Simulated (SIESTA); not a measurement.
A run of SIESTA 5.4.2 is set up as follows.

Ru.fdf

```
SystemName                      Ru
SystemLabel                     Ru
NumberOfSpecies                 1
NumberOfAtoms                   5
%block ChemicalSpeciesLabel
  1  44 Ru
%endblock ChemicalSpeciesLabel

LatticeConstant                 1.0 Ang
%block LatticeVectors
     2.7057993342     0.0000000000     0.0000000000
    -1.3528996671     2.3432909610     0.0000000000
     0.0000000000     0.0000000000    23.5638000000
%endblock LatticeVectors
AtomicCoordinatesFormat         Fractional
%block AtomicCoordinatesAndAtomicSpecies
     0.3333333333     0.6666666666     0.3182848267  1  Ru
     0.6666666667     0.3333333334     0.4091424134  1  Ru
     0.3333333333     0.6666666666     0.5000000000  1  Ru
     0.6666666667     0.3333333334     0.5908575866  1  Ru
     0.3333333333     0.6666666666     0.6817151733  1  Ru
%endblock AtomicCoordinatesAndAtomicSpecies

%block kgrid.MonkhorstPack
   11   0   0  0.0
    0  11   0  0.0
    0   0   1  0.0
%endblock kgrid.MonkhorstPack
XC.Functional                   GGA
XC.Authors                      PBE
PAO.BasisSize                   DZP
PAO.EnergyShift                 0.003 Ry
Mesh.Cutoff                     800 Ry
OccupationFunction              FD
ElectronicTemperature           0.05 eV
Slab.DipoleCorrection           vacuum
MaxSCFIterations                120
SCF.MustConverge                false
SCF.Mixer.Method                Pulay
SCF.Mixer.Weight                0.25
SCF.Mixer.History               8
SCF.DM.Tolerance                5.0e-05
SCF.H.Tolerance                 1.0e-03 eV
WriteForces                     true
Charge.Mulliken                 end
%block PAO.Basis
  Ru 5
  n=4 0 2
    2.997 0.000
  n=5 0 2
    8.634 0.000
  n=4 1 2
    3.435 0.000
  n=5 1 1
    8.634
  n=4 2 2
    5.937 0.000
%endblock PAO.Basis
```

Potentials or basis: PseudoDojo 0.4 standard (PBE files), DZP (energy shift 0.003 Ry; two zetas on semicore shells).

Launch:

```sh
$ siesta < Ru.fdf > Ru.out 2>&1
```

(1) Estimate the band gap on the k mesh.

(2) What does it give for the largest force?

Results:

(1) none (metal or under the smearing width).

(2) 0.629 eV/Å.

Caveat: the basis of atomic orbitals isn't converged, which shifts pressures, moduli and gaps.
